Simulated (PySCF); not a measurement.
# A workflow on SbPH4O (SMILES O[PH][SbH2]), part 2 of 2

PySCF 2.14.0. The steps go on from the part before.

## (4) A single-point energy at MP2/def2-TZVPPD (density fitting with def2-universal-jkfit, core potential) (run 3)

Input file run.py:

```python
from pyscf import gto, scf, mp

molecule = gto.Mole()
molecule.atom = [
    ('O', (-1.546633, -0.340808, -0.599747)),
    ('P', (-0.314048, 0.651841, -1.139129)),
    ('Sb', (1.388668, 0.657816, 0.746195)),
    ('H', (-1.268034, -1.178319, -0.256917)),
    ('H', (0.424718, -0.278373, -1.924503)),
    ('H', (0.315364, 1.349298, 1.859064)),
    ('H', (1.061165, -0.929454, 1.269237)),
]
molecule.basis = 'def2-tzvppd'
molecule.verbose = 3
molecule.max_memory = 1860
molecule.ecp = {'Sb': 'def2-svp'}
molecule.build()

myscf = scf.RHF(molecule)
myscf = myscf.density_fit(auxbasis='def2-universal-jkfit')
myscf.kernel()

pt = mp.MP2(myscf, frozen=10).run()
e_final = pt.e_tot
print(f'total energy: {e_final:.8f} hartree')
dip = myscf.dip_moment()
pop, q = myscf.mulliken_pop()
```

The run is started by

```console
$ OMP_NUM_THREADS=1 python run.py
```

Log:

```text
converged SCF energy = -657.23684595795
E(DFRMP2) = -657.991769579352  E_corr = -0.754923621402185
E(SCS-DFRMP2) = -657.959798165592  E_corr = -0.722952207642287
total energy: -657.99176958 hartree
Dipole moment(X, Y, Z, Debye):  1.34031, -1.28208,  0.38788
 ** Mulliken pop  **
pop of  0 O 1s            0.79214
pop of  0 O 2s            1.18258
pop of  0 O 3s            0.56105
pop of  0 O 4s            0.93394
pop of  0 O 5s            0.27296
pop of  0 O 6s           -0.00613
pop of  0 O 2px           0.61775
pop of  0 O 2py           0.55608
pop of  0 O 2pz           0.67948
pop of  0 O 3px           0.69165
pop of  0 O 3py           0.60144
pop of  0 O 3pz           0.73675
pop of  0 O 4px           0.25647
pop of  0 O 4py           0.17776
pop of  0 O 4pz           0.33795
pop of  0 O 5px           0.00439
pop of  0 O 5py           0.00355
pop of  0 O 5pz           0.01065
pop of  0 O 3dxy          0.00079
pop of  0 O 3dyz          0.00034
pop of  0 O 3dz^2         0.00024
pop of  0 O 3dxz          0.00034
pop of  0 O 3dx2-y2       0.00063
pop of  0 O 4dxy          0.00725
pop of  0 O 4dyz          0.00110
pop of  0 O 4dz^2         0.00207
pop of  0 O 4dxz          0.00402
pop of  0 O 4dx2-y2       0.00417
pop of  0 O 5dxy         -0.00014
pop of  0 O 5dyz         -0.00252
pop of  0 O 5dz^2         0.00129
pop of  0 O 5dxz         -0.00243
pop of  0 O 5dx2-y2      -0.00503
pop of  0 O 4f-3          0.00011
pop of  0 O 4f-2          0.00014
pop of  0 O 4f-1          0.00016
pop of  0 O 4f+0          0.00018
pop of  0 O 4f+1          0.00008
pop of  0 O 4f+2          0.00013
pop of  0 O 4f+3          0.00005
pop of  1 P 1s            2.00643
pop of  1 P 2s            0.53414
pop of  1 P 3s            1.43462
pop of  1 P 4s            1.00042
pop of  1 P 5s            0.75987
pop of  1 P 6s            0.02481
pop of  1 P 2px           1.38260
pop of  1 P 2py           1.39514
pop of  1 P 2pz           1.38737
pop of  1 P 3px           0.57016
pop of  1 P 3py           0.56190
pop of  1 P 3pz           0.56729
pop of  1 P 4px           0.18479
pop of  1 P 4py           0.25119
pop of  1 P 4pz           0.20443
pop of  1 P 5px           0.43540
pop of  1 P 5py           0.64303
pop of  1 P 5pz           0.55846
pop of  1 P 6px           0.15831
pop of  1 P 6py           0.29996
pop of  1 P 6pz           0.21978
pop of  1 P 3dxy          0.00115
pop of  1 P 3dyz          0.00057
pop of  1 P 3dz^2         0.00027
pop of  1 P 3dxz          0.00104
pop of  1 P 3dx2-y2       0.00030
pop of  1 P 4dxy          0.03400
pop of  1 P 4dyz          0.01672
pop of  1 P 4dz^2         0.00838
pop of  1 P 4dxz          0.02928
pop of  1 P 4dx2-y2       0.00979
pop of  1 P 5dxy          0.04648
pop of  1 P 5dyz          0.02796
pop of  1 P 5dz^2         0.01813
pop of  1 P 5dxz          0.07315
pop of  1 P 5dx2-y2       0.02962
pop of  1 P 6dxy         -0.00003
pop of  1 P 6dyz         -0.00162
pop of  1 P 6dz^2        -0.00352
pop of  1 P 6dxz         -0.00369
pop of  1 P 6dx2-y2      -0.00468
pop of  1 P 4f-3          0.00566
pop of  1 P 4f-2          0.00785
pop of  1 P 4f-1          0.00362
pop of  1 P 4f+0          0.00334
pop of  1 P 4f+1          0.00510
pop of  1 P 4f+2          0.00339
pop of  1 P 4f+3          0.00716
pop of  2 Sb 4s           0.15454
pop of  2 Sb 5s          -0.65407
pop of  2 Sb 6s           1.55663
pop of  2 Sb 7s           0.93670
pop of  2 Sb 8s           0.99028
pop of  2 Sb 9s           0.69629
pop of  2 Sb 10s          0.01323
pop of  2 Sb 4px         -0.15671
pop of  2 Sb 4py         -0.15458
pop of  2 Sb 4pz         -0.15454
pop of  2 Sb 5px          2.14830
pop of  2 Sb 5py          2.14347
pop of  2 Sb 5pz          2.14329
pop of  2 Sb 6px          0.36227
pop of  2 Sb 6py          0.28144
pop of  2 Sb 6pz          0.27747
pop of  2 Sb 7px          0.64508
pop of  2 Sb 7py          0.41727
pop of  2 Sb 7pz          0.44377
pop of  2 Sb 8px          0.19951
pop of  2 Sb 8py          0.08126
pop of  2 Sb 8pz          0.06865
pop of  2 Sb 4dxy         1.80722
pop of  2 Sb 4dyz         1.80741
pop of  2 Sb 4dz^2        1.80646
pop of  2 Sb 4dxz         1.80863
pop of  2 Sb 4dx2-y2      1.80777
pop of  2 Sb 5dxy         0.19045
pop of  2 Sb 5dyz         0.19310
pop of  2 Sb 5dz^2        0.19057
pop of  2 Sb 5dxz         0.19790
pop of  2 Sb 5dx2-y2      0.19371
pop of  2 Sb 6dxy         0.01772
pop of  2 Sb 6dyz         0.02648
pop of  2 Sb 6dz^2        0.01559
pop of  2 Sb 6dxz         0.04159
pop of  2 Sb 6dx2-y2      0.02693
pop of  2 Sb 7dxy        -0.00219
pop of  2 Sb 7dyz        -0.00020
pop of  2 Sb 7dz^2       -0.00130
pop of  2 Sb 7dxz        -0.00522
pop of  2 Sb 7dx2-y2     -0.00217
pop of  2 Sb 4f-3         0.00269
pop of  2 Sb 4f-2         0.00416
pop of  2 Sb 4f-1         0.00125
pop of  2 Sb 4f+0         0.00122
pop of  2 Sb 4f+1         0.00384
pop of  2 Sb 4f+2         0.00428
pop of  2 Sb 4f+3         0.00120
pop of  2 Sb 5f-3         0.00037
pop of  2 Sb 5f-2         0.00050
pop of  2 Sb 5f-1         0.00015
pop of  2 Sb 5f+0         0.00018
pop of  2 Sb 5f+1         0.00033
pop of  2 Sb 5f+2         0.00043
pop of  2 Sb 5f+3         0.00016
pop of  3 H 1s            0.25397
pop of  3 H 2s            0.41490
pop of  3 H 3s            0.04685
pop of  3 H 2px           0.00469
pop of  3 H 2py           0.01437
pop of  3 H 2pz           0.00637
pop of  3 H 3px           0.01813
pop of  3 H 3py           0.02066
pop of  3 H 3pz           0.02399
pop of  3 H 4px          -0.00353
pop of  3 H 4py          -0.00559
pop of  3 H 4pz          -0.00488
pop of  3 H 3dxy          0.00222
pop of  3 H 3dyz          0.00273
pop of  3 H 3dz^2         0.00142
pop of  3 H 3dxz          0.00065
pop of  3 H 3dx2-y2       0.00235
pop of  4 H 1s            0.24118
pop of  4 H 2s            0.54471
pop of  4 H 3s            0.16886
pop of  4 H 2px           0.00128
pop of  4 H 2py           0.00193
pop of  4 H 2pz           0.00168
pop of  4 H 3px           0.00530
pop of  4 H 3py           0.00820
pop of  4 H 3pz           0.00871
pop of  4 H 4px           0.00294
pop of  4 H 4py          -0.00804
pop of  4 H 4pz          -0.01065
pop of  4 H 3dxy          0.00025
pop of  4 H 3dyz          0.00029
pop of  4 H 3dz^2         0.00020
pop of  4 H 3dxz          0.00023
pop of  4 H 3dx2-y2       0.00014
pop of  5 H 1s            0.21624
pop of  5 H 2s            0.59296
pop of  5 H 3s            0.32045
pop of  5 H 2px           0.00107
pop of  5 H 2py           0.00049
pop of  5 H 2pz           0.00104
pop of  5 H 3px           0.00957
pop of  5 H 3py           0.00452
pop of  5 H 3pz           0.00865
pop of  5 H 4px          -0.00057
pop of  5 H 4py          -0.00369
pop of  5 H 4pz          -0.00276
pop of  5 H 3dxy          0.00016
pop of  5 H 3dyz          0.00017
pop of  5 H 3dz^2         0.00013
pop of  5 H 3dxz          0.00034
pop of  5 H 3dx2-y2       0.00013
pop of  6 H 1s            0.21610
pop of  6 H 2s            0.59583
pop of  6 H 3s            0.34647
pop of  6 H 2px           0.00035
pop of  6 H 2py           0.00175
pop of  6 H 2pz           0.00037
pop of  6 H 3px           0.00381
pop of  6 H 3py           0.01459
pop of  6 H 3pz           0.00365
pop of  6 H 4px           0.00060
pop of  6 H 4py          -0.00085
pop of  6 H 4pz          -0.00262
pop of  6 H 3dxy          0.00021
pop of  6 H 3dyz          0.00024
pop of  6 H 3dz^2         0.00011
pop of  6 H 3dxz          0.00002
pop of  6 H 3dx2-y2       0.00034
 ** Mulliken atomic charges  **
charge of    0O =     -0.42344
charge of    1P =      0.10052
charge of    2Sb =      0.41926
charge of    3H =      0.20071
charge of    4H =      0.03280
charge of    5H =     -0.14890
charge of    6H =     -0.18096
```

Wall time 3 s (1 thread of Intel Xeon Platinum 8375C at 2.90GHz (Ice Lake), shared host); peak memory 0.28 GiB.

## (5) Attachment energies at EOM-CCSD/def2-SVP (core potential, root kind ea) (run 4)

Input file input.xyz:

```xyz
7
H4OPSb
O     -1.546633    -0.340808    -0.599747
P     -0.314048     0.651841    -1.139129
Sb     1.388668     0.657816     0.746195
H     -1.268034    -1.178319    -0.256917
H      0.424718    -0.278373    -1.924503
H      0.315364     1.349298     1.859064
H      1.061165    -0.929454     1.269237
```

Input file input.py:

```python
import numpy
from pyscf import gto, cc

mol = gto.Mole()
mol.atom = 'input.xyz'
mol.max_memory = 1860
mol.ecp = {'Sb': 'def2-svp'}
mol.charge = 0
mol.verbose = 4
mol.basis = 'def2-svp'
mol.build()

myscf = mol.RHF()
myscf.kernel()

mycc = cc.CCSD(myscf, frozen=10)
mycc.kernel()
etot = mycc.e_tot
print('E(%s) = %.9f' % ('EOM-CCSD', etot))

e, vec = mycc.eaccsd(nroots=2)
roots = numpy.atleast_1d(e) * 27.211386
print('EOM-EA-CCSD roots (eV)')
for i, w in enumerate(roots, 1):
    print('%3d %10.4f' % (i, w))
```

The run is started by

```console
$ OMP_NUM_THREADS=1 python input.py
```

Log:

```text
PySCF version 2.14.0

[INPUT] num. atoms = 7
[INPUT] num. electrons = 50
[INPUT] charge = 0
[INPUT] spin (= nelec alpha-beta = 2S) = 0
[INPUT] symmetry False subgroup None
[INPUT] Mole.unit = angstrom
[INPUT] Symbol           X                Y                Z      unit          X                Y                Z       unit  Magmom
[INPUT]  1 O     -1.546633000000  -0.340808000000  -0.599747000000 AA   -2.922712785214  -0.644033781061  -1.133357574030 Bohr   0.0
[INPUT]  2 P     -0.314048000000   0.651841000000  -1.139129000000 AA   -0.593464709967   1.231800966763  -2.152641830550 Bohr   0.0
[INPUT]  3 Sb     1.388668000000   0.657816000000   0.746195000000 AA    2.624202197948   1.243092080357   1.410104185520 Bohr   0.0
[INPUT]  4 H     -1.268034000000  -1.178319000000  -0.256917000000 AA   -2.396236976637  -2.226700197371  -0.485502766745 Bohr   0.0
[INPUT]  5 H      0.424718000000  -0.278373000000  -1.924503000000 AA    0.802600700173  -0.526048730474  -3.636783595904 Bohr   0.0
[INPUT]  6 H      0.315364000000   1.349298000000   1.859064000000 AA    0.595951589547   2.549803680423   3.513121808038 Bohr   0.0
[INPUT]  7 H      1.061165000000  -0.929454000000   1.269237000000 AA    2.005311222974  -1.756413505381   2.398510317165 Bohr   0.0

nuclear repulsion = 184.575664435681
number of shells = 36
number of NR pGTOs = 149
number of NR cGTOs = 78
basis = def2-svp
ecp = {'Sb': 'def2-svp'}

******** <class 'pyscf.scf.hf.RHF'> ********
method = RHF
initial guess = minao
damping factor = 0
level_shift factor = 0
DIIS = <class 'pyscf.scf.diis.CDIIS'>
diis_start_cycle = 1
diis_space = 8
diis_damp = 0
SCF conv_tol = 1e-09
SCF conv_tol_grad = None
SCF max_cycles = 50
direct_scf = True
direct_scf_tol = 1e-13
Set gradient conv threshold to 3.16228e-05
Initial guess from minao.
init E= -630.964715963742
  HOMO = -0.593058062731018  LUMO = -0.460301612423169  gap/eV = 3.61249
cycle= 1 E= -655.963864698031  delta_E=  -25  |g|= 1.93  |ddm|=  9.5
  HOMO = -0.0627538473853804  LUMO = 0.07584106667102  gap/eV = 3.77136
cycle= 2 E= -656.768646556696  delta_E= -0.805  |g|= 0.977  |ddm|= 4.89
  HOMO = -0.283777767278636  LUMO = 0.0834880470834918  gap/eV = 9.99381
cycle= 3 E= -656.994398793019  delta_E= -0.226  |g|= 0.093  |ddm|= 1.48
  HOMO = -0.327219069980075  LUMO = 0.0864863277648874  gap/eV = 11.25750
cycle= 4 E= -656.999545129814  delta_E= -0.00515  |g|= 0.038  |ddm|= 0.211
  HOMO = -0.326681968109423  LUMO = 0.0904098573312873  gap/eV = 11.34965
cycle= 5 E= -657.000328982373  delta_E= -0.000784  |g|= 0.0151  |ddm|= 0.0767
  HOMO = -0.327872973080313  LUMO = 0.0913067748524758  gap/eV = 11.40646
cycle= 6 E= -657.000491790554  delta_E= -0.000163  |g|= 0.00438  |ddm|= 0.0438
  HOMO = -0.328752614723691  LUMO = 0.0909918618247187  gap/eV = 11.42183
cycle= 7 E= -657.000505331052  delta_E= -1.35e-05  |g|= 0.0014  |ddm|= 0.0122
  HOMO = -0.328841818680049  LUMO = 0.0909728734022121  gap/eV = 11.42374
cycle= 8 E= -657.000507409755  delta_E= -2.08e-06  |g|= 0.000281  |ddm|= 0.00613
  HOMO = -0.32887276595964  LUMO = 0.0909585128588735  gap/eV = 11.42419
cycle= 9 E= -657.000507504627  delta_E= -9.49e-08  |g|= 7.79e-05  |ddm|= 0.00115
  HOMO = -0.328866831571345  LUMO = 0.0909578879596646  gap/eV = 11.42401
cycle= 10 E= -657.000507511793  delta_E= -7.17e-09  |g|= 2.29e-05  |ddm|= 0.000308
  HOMO = -0.32886672992708  LUMO = 0.0909548528976894  gap/eV = 11.42393
cycle= 11 E= -657.000507512411  delta_E= -6.18e-10  |g|= 5.87e-06  |ddm|= 9.76e-05
  HOMO = -0.328866091639732  LUMO = 0.0909558095689921  gap/eV = 11.42394
Extra cycle  E= -657.000507512433  delta_E= -2.23e-11  |g|= 2.71e-06  |ddm|= 1.59e-05
converged SCF energy = -657.000507512433

******** <class 'pyscf.cc.ccsd.CCSD'> ********
CC2 = 0
CCSD nocc = 15, nmo = 68
frozen orbitals 10
max_cycle = 50
direct = 0
conv_tol = 1e-07
conv_tol_normt = 1e-05
diis_space = 6
diis_start_cycle = 0
diis_start_energy_diff = 1e+09
Init t2, MP2 energy = -657.426965599895  E_corr(MP2) -0.426458087461448
Init E_corr(CCSD) = -0.426458087465786
cycle = 1  E_corr(CCSD) = -0.450762252610247  dE = -0.0243041651  norm(t1,t2) = 0.0640258
cycle = 2  E_corr(CCSD) = -0.463505876834342  dE = -0.0127436242  norm(t1,t2) = 0.0226184
cycle = 3  E_corr(CCSD) = -0.46631073763616  dE = -0.0028048608  norm(t1,t2) = 0.0111219
cycle = 4  E_corr(CCSD) = -0.468309610802848  dE = -0.00199887317  norm(t1,t2) = 0.00469816
cycle = 5  E_corr(CCSD) = -0.468257647770246  dE = 5.19630326e-05  norm(t1,t2) = 0.00144672
cycle = 6  E_corr(CCSD) = -0.468151973726619  dE = 0.000105674044  norm(t1,t2) = 0.000570293
cycle = 7  E_corr(CCSD) = -0.468148827439143  dE = 3.14628748e-06  norm(t1,t2) = 0.000193255
cycle = 8  E_corr(CCSD) = -0.468158837489652  dE = -1.00100505e-05  norm(t1,t2) = 6.7276e-05
cycle = 9  E_corr(CCSD) = -0.468157932901081  dE = 9.04588571e-07  norm(t1,t2) = 2.9993e-05
cycle = 10  E_corr(CCSD) = -0.468158257476944  dE = -3.24575863e-07  norm(t1,t2) = 1.11641e-05
cycle = 11  E_corr(CCSD) = -0.468158233509196  dE = 2.39677486e-08  norm(t1,t2) = 4.02686e-06
CCSD converged
E(CCSD) = -657.4686657459422  E_corr = -0.4681582335091958
E(EOM-CCSD) = -657.468665746

******** <class 'pyscf.cc.eom_rccsd.EOMEA'> ********
max_space = 20
max_cycle = 50
conv_tol = 1e-07
partition = None
EOM-CCSD root 0 E = 0.06232542647958586  qpwt = 0.97135  conv = True
EOM-CCSD root 1 E = 0.08161201773418199  qpwt = 0.970438  conv = True
EOM-EA-CCSD roots (eV)
  1     1.6960
  2     2.2208
```

Run time: 9.9 s. Hardware: 1 thread of Intel Xeon Platinum 8375C at 2.90GHz (Ice Lake), shared host; peak memory 0.44 GiB.

## (6) What came out

The summary covers parts 1 to 2.

| quantity | value |
| --- | --- |
| run 1, HF/ccECP-cc-pVDZ: total energy at the end | -29.72913 Eh |
| run 1, HF/ccECP-cc-pVDZ: dipole moment | 2.11 D |
| run 1, HF/ccECP-cc-pVDZ: HOMO energy | -8.94 eV |
| run 1, HF/ccECP-cc-pVDZ: LUMO energy | 2.46 eV |
| run 1, HF/ccECP-cc-pVDZ: HOMO–LUMO gap | 11.40 eV |
| run 2, HF/ccECP-cc-pVDZ: lowest harmonic wavenumber | 161 cm⁻¹ |
| run 2, HF/ccECP-cc-pVDZ: highest harmonic wavenumber | 4163 cm⁻¹ |
| run 2, HF/ccECP-cc-pVDZ: zero-point energy | 106.1 kJ/mol |
| run 2, HF/ccECP-cc-pVDZ: ideal-gas entropy at 500 K (symmetry number 1 as used) | 87.7 cal/(mol K) |
| run 3, MP2/def2-TZVPPD: total energy | -657.99177 Eh |
| run 3, MP2/def2-TZVPPD: dipole moment (Hartree–Fock density) | 1.89 D |
| run 3, MP2/def2-TZVPPD: HOMO energy (Hartree–Fock orbitals) | -8.98 eV |
| run 3, MP2/def2-TZVPPD: LUMO energy (Hartree–Fock orbitals) | 1.55 eV |
| run 3, MP2/def2-TZVPPD: HOMO–LUMO gap (Hartree–Fock orbitals) | 10.52 eV |
| run 3, MP2/def2-TZVPPD: correlation energy (10 core orbitals frozen) | -754.9 mEh |
| run 4, EOM-CCSD/def2-SVP: ground-state or mean-field energy | -657.46867 Eh |
| run 4, EOM-CCSD/def2-SVP: dipole moment (Hartree–Fock density) | 2.04 D |
| run 4, EOM-CCSD/def2-SVP: HOMO energy (Hartree–Fock orbitals) | -8.95 eV |
| run 4, EOM-CCSD/def2-SVP: LUMO energy (Hartree–Fock orbitals) | 2.48 eV |
| run 4, EOM-CCSD/def2-SVP: HOMO–LUMO gap (Hartree–Fock orbitals) | 11.42 eV |
| run 4, EOM-CCSD/def2-SVP: correlation energy (10 core orbitals frozen) | -468.2 mEh |
| run 4, EOM-CCSD/def2-SVP: T1 diagnostic | 0.011 |
| run 4, EOM-CCSD/def2-SVP: lowest attachment energy, E(N+1) − E(N) | 1.70 eV |

**Reading.** The optimisation (run 1, HF/ccECP-cc-pVDZ) took 14 steps and changed the energy by -0.324 eV. All 15 modes (run 2, HF/ccECP-cc-pVDZ) are real, so the shape is a minimum at this level. Mulliken charges (run 3, MP2/def2-TZVPPD) of the mean-field density run from -0.42 on O1 to +0.42 on Sb3; in a basis this large or diffuse they mean little. A positive attachment energy means an unbound electron; such a root is set by the basis. Mulliken charges (run 4, EOM-CCSD/def2-SVP) of the mean-field density run from -0.56 on O1 to +0.35 on P2; they depend strongly on the basis.
